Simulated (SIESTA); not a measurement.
KHf2BiO6 under changes of volume

One of the cells (14.102 Å³/atom); the others are scaled copies at fixed shape and fractional positions:

```
CELL_PARAMETERS angstrom
0.00000 4.13123 4.13123
4.13123 0.00000 4.13123
4.13123 4.13123 0.00000
ATOMIC_POSITIONS crystal
Bi 0.00000 0.00000 0.00000
Hf 0.75000 0.75000 0.75000
Hf 0.25000 0.25000 0.25000
K 0.50000 0.50000 0.50000
O 0.00000 0.50000 0.00000
O 0.50000 0.00000 0.50000
O 0.50000 0.00000 0.00000
O 0.00000 0.50000 0.50000
O 0.00000 0.00000 0.50000
O 0.50000 0.50000 0.00000
```

The cell comes from a database or a generator and needn't be the stable form of this composition.

| Property | Result |
| --- | --- |
| Program | SIESTA 5.4.2 |
| Functional | LDA |
| Potentials or basis | PseudoDojo 0.4 standard (LDA files) |
| Basis | DZP (energy shift 0.003 Ry; two zetas on semicore shells; d shell added on K) |
| Grid cutoff | 800 Ry |
| Energy shift | 0.003 Ry |
| k mesh | 4 × 4 × 4 |
| Occupations | fermi-dirac, width 0.05 eV |
| Spin | no spin polarisation |

```tsv
volume (Å³/atom)	energy over the lowest point (meV/atom)	pressure (GPa)	gap on the mesh (eV)
13.256	?	?	?
13.538	0.00	-0.8	0.85
13.820	4.69	-4.4	0.79
14.102	15.44	-7.7	0.74
14.384	31.62	-10.6	0.68
14.666	52.65	-13.2	0.63
14.948	77.91	-15.5	0.59
```

**Question.** What does the run at 13.256 Å³/atom give?

**Answer.** Energy over the lowest point 2.02 meV/atom; pressure 3.2 GPa; gap on the mesh 0.91 eV.

Worked out: A Birch-Murnaghan fit of order 3 (a polynomial in V^(-2/3)) to the other rows has its minimum at 13.48 Å³/atom, just outside them, with B0 = V·E''(V) = 190 GPa and B' = 4.6. It gives 2.18 meV/atom at 13.256 Å³/atom, against the run's 2.02, and -dE/dV = 3.3 GPa, against 3.2. A straight line through the other rows of the gap, of slope -2.65 eV per unit of ln V, extrapolates to 0.90 eV, against the run's 0.91.

Energies are extrapolated to zero smearing.

Caveats: short orbitals over semicore shells can move pressures by several GPa; spin-orbit coupling is left out, which as a rule narrows the gap of such compounds by several tenths of an eV; the basis of atomic orbitals isn't converged, which shifts pressures, moduli and gaps.

A mesh can miss the band edges.
